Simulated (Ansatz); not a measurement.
# Hf2SnO6: the cost of one run

Method: DFT PBE, scalar-relativistic, plane waves, PAW, in Ansatz 0.2.0.

## (1) The structure to begin with

It takes space group P-3m1 (No. 164, trigonal). The conventional cell has a = 3.579 Å, b = 3.579 Å, c = 9.049 Å, α = 90.00°, β = 90.00°, γ = 120.00°. Hf (site symmetry 3m) has 8 O at 2.20 to 2.26 Å as nearest neighbours. Sn (site symmetry -3m) is surrounded by 8 O at 2.21 to 2.28 Å. O (site symmetry 3m) has 4 Hf at 2.20 to 2.22 Å as nearest neighbours. O (site symmetry 3m) is surrounded by 3 Sn at 2.21 Å and 1 Hf at 2.26 Å. O (site symmetry 3m) is surrounded by 3 Hf at 2.20 Å and 1 Sn at 2.28 Å.

Coordinates:

```cif
data_structure
_symmetry_space_group_name_H-M 'P-3m1'
_symmetry_Int_Tables_number 164
_cell_length_a 3.5789
_cell_length_b 3.5789
_cell_length_c 9.0488
_cell_angle_alpha 90.000
_cell_angle_beta 90.000
_cell_angle_gamma 120.000
_cell_volume 100.38
loop_
_atom_site_label
_atom_site_type_symbol
_atom_site_symmetry_multiplicity
_atom_site_Wyckoff_symbol
_atom_site_fract_x
_atom_site_fract_y
_atom_site_fract_z
_atom_site_occupancy
Hf1 Hf 2 d 0.33333 0.66667 0.33592 1
Sn1 Sn 1 a 0.00000 0.00000 0.00000 1
O1 O 2 d 0.33333 0.66667 0.58078 1
O2 O 2 d 0.66667 0.33333 0.91432 1
O3 O 2 c 0.00000 0.00000 0.25228 1
```

It is the end of an earlier relaxation with the same method, from a generated guess; it is a trial structure. At a tolerance of 0.02 Å it has space group P-3m1 (No. 164); it has 11.15 Å³/atom, an uncorrected energy of -2.69 eV/atom over the elements.

## (2) Electronic structure at the relaxed geometry

input.yaml reads:

```yaml
crystal:
  lattice:
    - [3.578917399, 0.0, 0.0]
    - [-1.7894586995, 3.0994333856, 0.0]
    - [0.0, 0.0, 9.0488275709]
  atoms:
    - { symbol: Hf, position: [0.3333333333, 0.6666666667, 0.3359186881] }
    - { symbol: Hf, position: [0.6666666667, 0.3333333333, 0.6640813119] }
    - { symbol: Sn, position: [0.0, 0.0, 0.0] }
    - { symbol: O, position: [0.3333333333, 0.6666666667, 0.5807820083] }
    - { symbol: O, position: [0.6666666667, 0.3333333333, 0.9143163949] }
    - { symbol: O, position: [0.0, 0.0, 0.2522767353] }
    - { symbol: O, position: [0.3333333333, 0.6666666667, 0.0856836051] }
    - { symbol: O, position: [0.6666666667, 0.3333333333, 0.4192179917] }
    - { symbol: O, position: [0.0, 0.0, 0.7477232647] }
basis:
  ecutwfc: 420
kpoints:
  mp_grid: { grid: [12, 12, 4] }
  band_path:
    path:
      - [[0.0, 0.0, 0.0], [0.5, 0.0, 0.0], [0.33333333, 0.33333333, 0.0], [0.0, 0.0, 0.0], [0.0, 0.0, 0.5], [0.5, 0.0, 0.5], [0.33333333, 0.33333333, 0.5], [0.0, 0.0, 0.5]]
      - [[0.5, 0.0, 0.5], [0.5, 0.0, 0.0]]
      - [[0.33333333, 0.33333333, 0.5], [0.33333333, 0.33333333, 0.0]]
    npoints: 14
hamiltonian:
  xc: pbe
scf:
  occupations: { method: gaussian, width: 0.02 }
  n_extra_bands: 22
output:
  forces: true
  stress: true
  eigenvalues: true
  populations: true
  dos: { projected: true, de: 0.02, nscf_kmesh: { grid: [18, 18, 6] } }
  bader: true
  write_density: true
  write_potential: true
  elf: true
  volumetric_format: npy
```

The run is started by

```console
$ ansatz run input.yaml --threads 1 --pin off --max-ram 2560MiB --backend cpu --events-out ev --progress --plain --runs-dir out
```

**Question.** How long does this run take on 1 thread of Arm Neoverse V2, shared host, and how much memory does it need?

About 3.3 min, with a peak of 1 GiB.
